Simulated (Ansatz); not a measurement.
# C7H14: small, medium and large basis sets

One table from this session's results is given with a row withheld; the runs are named, their logs left out.

Method: one geometry, several basis sets; program: Ansatz 0.2.0, Gaussian basis.

The runs, in order: PBE0-D4/def2-SVP; ωB97M-V/def2-SVP; PBE0-D4/def2-QZVPP; ωB97M-V/def2-QZVPP; the functionals' def2-TZVPP values are taken from earlier runs.

### The relaxed structure

An earlier PBE0-D4 in a triple-zeta def2 set relaxation fixed the geometry.

SMILES `C[C@@H]1CCC[C@H]1C`, 21 atoms, charge 0, spin multiplicity 1.

Atoms are counted from 1 here; the program's logs count them from 0.

Bond lengths: C1–C2 1.515 Å, C1–H8 1.093 Å, C1–H9 1.093 Å, C1–H10 1.095 Å, C2–C3 1.528 Å, C2–C6 1.530 Å, C2–H11 1.100 Å, C3–C4 1.539 Å, C3–H12 1.092 Å, C3–H13 1.096 Å, C4–C5 1.540 Å, C4–H14 1.092 Å, C4–H15 1.092 Å, C5–C6 1.528 Å, C5–H16 1.092 Å, C5–H17 1.096 Å, C6–C7 1.515 Å, C6–H18 1.100 Å and more. Angles: C2–C1–H8 111.3°, C2–C1–H9 111.8°, C2–C1–H10 110.5°, H8–C1–H9 107.5°, H8–C1–H10 107.6°, H9–C1–H10 107.8°, C1–C2–C3 114.1°, C1–C2–C6 115.1°, C1–C2–H11 108.9°, C3–C2–C6 102.7°, C3–C2–H11 108.5°, C6–C2–H11 107.2°, C2–C3–C4 105.6°, C2–C3–H12 112.6°, C2–C3–H13 108.7°, C4–C3–H12 113.0°, C4–C3–H13 110.3°, H12–C3–H13 106.7° and more.

The first run:

Contents of in.yaml:

```yaml
crystal:
  periodic: [false, false, false]
  atoms:
    - {symbol: C, position_ang: [1.194582, -1.682899, -0.608633]}
    - {symbol: C, position_ang: [0.040957, -0.730320, -0.372917]}
    - {symbol: C, position_ang: [-0.350412, 0.089599, -1.600874]}
    - {symbol: C, position_ang: [-1.135332, 1.297253, -1.058398]}
    - {symbol: C, position_ang: [-0.860475, 1.322144, 0.456761]}
    - {symbol: C, position_ang: [0.293857, 0.346669, 0.683873]}
    - {symbol: C, position_ang: [0.400793, -0.161006, 2.106820]}
    - {symbol: H, position_ang: [0.962882, -2.399885, -1.400643]}
    - {symbol: H, position_ang: [1.440079, -2.254473, 0.289900]}
    - {symbol: H, position_ang: [2.091336, -1.132611, -0.911546]}
    - {symbol: H, position_ang: [-0.835969, -1.307914, -0.044408]}
    - {symbol: H, position_ang: [-0.915437, -0.493328, -2.331965]}
    - {symbol: H, position_ang: [0.563315, 0.425303, -2.103890]}
    - {symbol: H, position_ang: [-0.813245, 2.222532, -1.540575]}
    - {symbol: H, position_ang: [-2.204474, 1.200611, -1.258780]}
    - {symbol: H, position_ang: [-0.640983, 2.323676, 0.833908]}
    - {symbol: H, position_ang: [-1.737040, 0.963975, 1.007779]}
    - {symbol: H, position_ang: [1.234614, 0.849434, 0.414485]}
    - {symbol: H, position_ang: [-0.512489, -0.691691, 2.394955]}
    - {symbol: H, position_ang: [0.542352, 0.661488, 2.812883]}
    - {symbol: H, position_ang: [1.241108, -0.848557, 2.231244]}
basis:
  gaussian: {orbitals: def2-SVP}
hamiltonian: {xc: pbe0, dispersion: d4}
output: {orbitals: {seedname: orbitals}}
```

Command:

```bash
$ ansatz run in.yaml --threads 2 --pin off --events-out ev --progress --plain --max-ram 32768MiB --backend cpu
```

Among the steps run: PBE0-D4 in def2-SVP; ωB97M-V in def2-SVP; PBE0-D4 in def2-QZVPP; ωB97M-V in def2-QZVPP.

One table of the session follows, with a row left open; its other results are not shown here.

It belongs to the step «Density functionals: the series». 

```
functional       basis  HOMO (eV)  LUMO (eV)
   PBE0-D4    def2-SVP      -8.46       1.76
   PBE0-D4  def2-TZVPP      -8.46       1.21
   PBE0-D4  def2-QZVPP      -8.46       0.82
   ωB97M-V    def2-SVP          ?          ?
   ωB97M-V  def2-TZVPP     -10.73       2.64
   ωB97M-V  def2-QZVPP     -10.74       1.97
```

Estimate the missing values for ωB97M-V, def2-SVP.

**Answer.** HOMO (eV): -10.74; LUMO (eV): 3.40.
